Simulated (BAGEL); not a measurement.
# PBE0/cc-pVDZ (density fitting with cc-pvqz-jkfit) run of C3H10Si (SMILES C[SiH](C)C)

What is the energy change on altering one bond length of C3H10Si at PBE0/cc-pVDZ (density fitting with cc-pvqz-jkfit)? 

The calculation is run with BAGEL 1.2.2.

1 further run of the same task is left out (set aside as unsound or not needed).

### 1 The structure to begin with

C3H10Si: 14 atoms, total charge 0, spin state singlet. As SMILES, `C[SiH](C)C`. Geometry: relaxed at PBE0-D4/def2-TZVP.

Bond lengths: C1–Si2 1.874 Å, Si2–C3 1.874 Å, Si2–C4 1.874 Å, C1–H5 1.093 Å, C1–H6 1.093 Å, C1–H7 1.094 Å, Si2–H8 1.494 Å, C3–H9 1.094 Å, C3–H10 1.093 Å, C3–H11 1.093 Å, C4–H12 1.093 Å, C4–H13 1.094 Å, C4–H14 1.093 Å. Some angles: C1–Si2–C3 110.3°, C1–Si2–C4 110.3°, C3–Si2–C4 110.3°, C1–Si2–H8 108.6°, C3–Si2–H8 108.6°, C4–Si2–H8 108.6°, Si2–C1–H5 111.2°, Si2–C1–H6 111.1°, Si2–C1–H7 110.9°, Si2–C3–H9 110.9°.

### 2 The energy at PBE0/cc-pVDZ (density fitting with cc-pvqz-jkfit)

job.json

```json
{ "bagel": [

{
  "title": "molecule",
  "basis": "cc-pvdz.json",
  "df_basis": "cc-pvqz-jkfit",
  "angstrom": "true",
  "geometry": [
    { "atom": "C", "xyz": [   -0.956800,    1.082600,   -1.038400 ] },
    { "atom": "Si", "xyz": [   -0.338800,   -0.014600,    0.348900 ] },
    { "atom": "C", "xyz": [    1.239400,    0.684100,    1.077800 ] },
    { "atom": "C", "xyz": [   -0.051300,   -1.756700,   -0.277600 ] },
    { "atom": "H", "xyz": [   -1.888100,    0.697200,   -1.460900 ] },
    { "atom": "H", "xyz": [   -1.145900,    2.098700,   -0.683100 ] },
    { "atom": "H", "xyz": [   -0.221600,    1.141300,   -1.845900 ] },
    { "atom": "H", "xyz": [   -1.379500,   -0.059300,    1.420400 ] },
    { "atom": "H", "xyz": [    2.029000,    0.733500,    0.322800 ] },
    { "atom": "H", "xyz": [    1.601800,    0.063500,    1.901200 ] },
    { "atom": "H", "xyz": [    1.081800,    1.694100,    1.464300 ] },
    { "atom": "H", "xyz": [   -0.968800,   -2.184000,   -0.689800 ] },
    { "atom": "H", "xyz": [    0.706900,   -1.767300,   -1.065700 ] },
    { "atom": "H", "xyz": [    0.291900,   -2.413100,    0.526000 ] }
  ]
},
{ "title": "ks", "xc_func": "pbe0" },
{ "title": "print", "file": "orbitals.molden", "orbitals": "true" }

]}
```

The basis set cc-pVDZ is read from a file made from the Basis Set Exchange's data (not shown).

Command:

```bash
$ BAGEL_NUM_THREADS=1 BAGEL job.json > job.out
```

Log:

```text
* using 1 threads per process

  ===============================================================
  ===============================================================

  *** Geometry ***

  { "atom" : "C", "xyz" : [     -1.808090,      2.045818,     -1.962292 ] },
  { "atom" : "Si", "xyz" : [     -0.640239,     -0.027590,      0.659325 ] },
  { "atom" : "C", "xyz" : [      2.342127,      1.292762,      2.036747 ] },
  { "atom" : "C", "xyz" : [     -0.096943,     -3.319682,     -0.524588 ] },
  { "atom" : "H", "xyz" : [     -3.567992,      1.317517,     -2.760701 ] },
  { "atom" : "H", "xyz" : [     -2.165437,      3.965968,     -1.290872 ] },
  { "atom" : "H", "xyz" : [     -0.418763,      2.156744,     -3.488245 ] },
  { "atom" : "H", "xyz" : [     -2.606877,     -0.112061,      2.684167 ] },
  { "atom" : "H", "xyz" : [      3.834254,      1.386114,      0.610004 ] },
  { "atom" : "H", "xyz" : [      3.026963,      0.119998,      3.592747 ] },
  { "atom" : "H", "xyz" : [      2.044306,      3.201385,      2.767126 ] },
  { "atom" : "H", "xyz" : [     -1.830767,     -4.127162,     -1.303533 ] },
  { "atom" : "H", "xyz" : [      1.335847,     -3.339713,     -2.013881 ] },
  { "atom" : "H", "xyz" : [      0.551611,     -4.560098,      0.993996 ] },

  Number of auxiliary basis functions:      976

  Since a DF basis is specified, we compute 2- and 3-index integrals:
    o Being stored without compression. Storage requirement is 0.094 GB

  Number of basis functions:      110
  Number of electrons      :       42

    * METHOD: MOLECULE                             1.07

  *** Kohn-Sham DFT ***

    * Removing 27308 points whose weight is below 1.00e-10
    * Grid points: 181376

  === Nuclear Repulsion ===
   175.3326318543

       - DIIS with orbital gradients will be used.

  === KS iteration (pbe0 / cc-pvdz.json) ===
      0       -380.54779197          0.09143128           1.07
      1       -392.62759964          0.11236984           1.16
      2       -395.01586959          0.10389441           1.25
      3       -409.16119055          0.02474408           1.30
      4       -409.48646855          0.00994059           1.35
      5       -409.57388780          0.00248153           1.02
      6       -409.57856591          0.00077233           1.01
      7       -409.57896985          0.00025846           1.01
      8       -409.57901064          0.00004272           0.99
      9       -409.57901217          0.00000699           0.93
     10       -409.57901223          0.00000068           0.94
     11       -409.57901223          0.00000077           0.90
     12       -409.57901223          0.00000002           0.91
     13       -409.57901223          0.00000001           0.91
    * SCF iteration converged.

    * Permanent dipole moment:
           (   -0.173508,    -0.007346,     0.178515) a.u.

    * METHOD: KS                                  16.21

    * METHOD: PRINT                                0.02

  ===============================================================
```

It took 18 s on 1 thread of Intel Xeon 6975P-C (Granite Rapids), shared host; peak memory 0.9 GiB.

### 3 The distorted shape

calc.json

```json
{ "bagel" : [

{
  "title" : "molecule",
  "basis" : "cc-pvdz.json",
  "df_basis" : "cc-pvqz-jkfit",
  "angstrom" : true,
  "geometry" : [
    { "atom" : "C", "xyz" : [      -1.049487,       1.247157,      -1.246466 ] },
    { "atom" : "Si", "xyz" : [      -0.338800,      -0.014600,       0.348900 ] },
    { "atom" : "C", "xyz" : [       1.239400,       0.684100,       1.077800 ] },
    { "atom" : "C", "xyz" : [      -0.051300,      -1.756700,      -0.277600 ] },
    { "atom" : "H", "xyz" : [      -1.980787,       0.861757,      -1.668966 ] },
    { "atom" : "H", "xyz" : [      -1.238587,       2.263257,      -0.891166 ] },
    { "atom" : "H", "xyz" : [      -0.314287,       1.305857,      -2.053966 ] },
    { "atom" : "H", "xyz" : [      -1.379500,      -0.059300,       1.420400 ] },
    { "atom" : "H", "xyz" : [       2.029000,       0.733500,       0.322800 ] },
    { "atom" : "H", "xyz" : [       1.601800,       0.063500,       1.901200 ] },
    { "atom" : "H", "xyz" : [       1.081800,       1.694100,       1.464300 ] },
    { "atom" : "H", "xyz" : [      -0.968800,      -2.184000,      -0.689800 ] },
    { "atom" : "H", "xyz" : [       0.706900,      -1.767300,      -1.065700 ] },
    { "atom" : "H", "xyz" : [       0.291900,      -2.413100,       0.526000 ] }
  ]
},

{ "title" : "ks", "xc_func" : "pbe0" },

{ "title" : "print", "file" : "orbitals.molden", "orbitals" : true }

]}
```

The basis set cc-pVDZ is read from a file made from the Basis Set Exchange's data (not shown).

Command:

```bash
$ BAGEL_NUM_THREADS=1 BAGEL calc.json > calc.out
```

Log:

```text
* using 1 threads per process

  ===============================================================
  ===============================================================

  *** Geometry ***

  { "atom" : "C", "xyz" : [     -1.983243,      2.356785,     -2.355479 ] },
  { "atom" : "Si", "xyz" : [     -0.640239,     -0.027590,      0.659325 ] },
  { "atom" : "C", "xyz" : [      2.342127,      1.292762,      2.036747 ] },
  { "atom" : "C", "xyz" : [     -0.096943,     -3.319682,     -0.524588 ] },
  { "atom" : "H", "xyz" : [     -3.743145,      1.628485,     -3.153889 ] },
  { "atom" : "H", "xyz" : [     -2.340590,      4.276936,     -1.684060 ] },
  { "atom" : "H", "xyz" : [     -0.593916,      2.467712,     -3.881433 ] },
  { "atom" : "H", "xyz" : [     -2.606877,     -0.112061,      2.684167 ] },
  { "atom" : "H", "xyz" : [      3.834254,      1.386114,      0.610004 ] },
  { "atom" : "H", "xyz" : [      3.026963,      0.119998,      3.592747 ] },
  { "atom" : "H", "xyz" : [      2.044306,      3.201385,      2.767126 ] },
  { "atom" : "H", "xyz" : [     -1.830767,     -4.127162,     -1.303533 ] },
  { "atom" : "H", "xyz" : [      1.335847,     -3.339713,     -2.013881 ] },
  { "atom" : "H", "xyz" : [      0.551611,     -4.560098,      0.993996 ] },

  Number of auxiliary basis functions:      976

  Since a DF basis is specified, we compute 2- and 3-index integrals:
    o Being stored without compression. Storage requirement is 0.094 GB

  Number of basis functions:      110
  Number of electrons      :       42

    * METHOD: MOLECULE                             1.25

  *** Kohn-Sham DFT ***

    * Removing 26688 points whose weight is below 1.00e-10
    * Grid points: 181996

  === Nuclear Repulsion ===
   169.5938188745

       - DIIS with orbital gradients will be used.

  === KS iteration (pbe0 / cc-pvdz.json) ===
      0       -374.26103707          0.08761371           0.93
      1       -292.01407443          0.16514409           0.86
      2       -375.60977602          0.09503832           1.01
      3       -402.36336216          0.08695602           1.13
      4       -402.47341885          0.07309627           0.86
      5       -402.29172245          0.07223932           0.89
      6       -402.31955452          0.07209228           1.04
      7       -405.76194691          0.05670259           0.86
      8       -389.67528731          0.09472402           0.97
      9       -409.33789759          0.01593579           0.97
     10       -409.49740152          0.00920885           0.99
     11       -409.55346965          0.00307070           1.02
     12       -409.56259115          0.00075813           1.22
     13       -409.56295785          0.00029844           1.19
     14       -409.56303914          0.00004925           1.19
     15       -409.56304083          0.00001145           1.16
     16       -409.56304092          0.00000341           0.91
     17       -409.56304093          0.00000119           1.05
     18       -409.56304093          0.00000023           1.00
     19       -409.56304093          0.00000005           0.99
     20       -409.56304093          0.00000002           1.07
     21       -409.56304093          0.00000000           1.04
    * SCF iteration converged.

    * Permanent dipole moment:
           (   -0.266551,     0.130186,     0.019575) a.u.

    * METHOD: KS                                  23.87

    * METHOD: PRINT                                0.02

  ===============================================================
```

Run time: 26 s. Hardware: 1 thread of Intel Xeon 6975P-C (Granite Rapids), shared host; peak memory 0.9 GiB.

### 4 Summary of results

Level: PBE0/cc-pVDZ (density fitting with cc-pvqz-jkfit).

| quantity | value |
| --- | --- |
| first shape: total energy | -409.57901 Eh |
| first shape: dipole moment | 0.63 D |
| first shape: HOMO energy | -8.44 eV |
| first shape: LUMO energy | 1.78 eV |
| first shape: HOMO–LUMO gap | 10.22 eV |
| distorted shape: total energy | -409.56304 Eh |
| distorted shape: dipole moment | 0.76 D |
| distorted shape: HOMO energy | -7.83 eV |
| distorted shape: LUMO energy | 1.69 eV |
| distorted shape: HOMO–LUMO gap | 9.52 eV |
| energy change with the C1–Si2 bond stretched from 1.874 to 2.155 Å | 0.435 eV |

**Reading.** With the C1–Si2 bond stretched from 1.874 to 2.155 Å the energy rises by 0.43 eV (41.9 kJ/mol). The first shape isn't relaxed at this level, so the change isn't measured from a minimum.
